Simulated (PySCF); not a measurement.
Cl2GaBr, in a box:

```
Cl Ga Br
1.0
    12.00000    0.00000    0.00000
     0.00000   13.00000    0.00000
     0.00000    0.00000   12.00000
Cl Ga Br
2 1 1
Cartesian
  7.0930 7.0121 7.4341
  5.3970 4.6621 5.2180
  5.8228 6.6554 5.7815
  4.9330 8.3799 4.6340
```

Program: PySCF 2.14.0. Alike in all runs: task atomic charges; potentials or basis 6-31g* (all-electron); no spin polarisation; cell as given; k mesh 1 × 1 × 1; smearing fixed.

Task: Order these runs on this cell by their band gap on the k mesh, lowest first.
A. level HCTH407
B. level BHandHLYP+D3(BJ); exxdiv ewald; three-body dispersion term no
C. level r2SCANh; exxdiv ewald

Result: A (4.63 eV), C (5.98 eV), B (8.91 eV).

Caveats: this is a molecule in a periodic box at the Γ point, so its band gap is the HOMO-LUMO gap; relativity is left out, which matters for the heavier elements; the basis of atomic orbitals isn't converged, which shifts pressures, moduli and gaps.

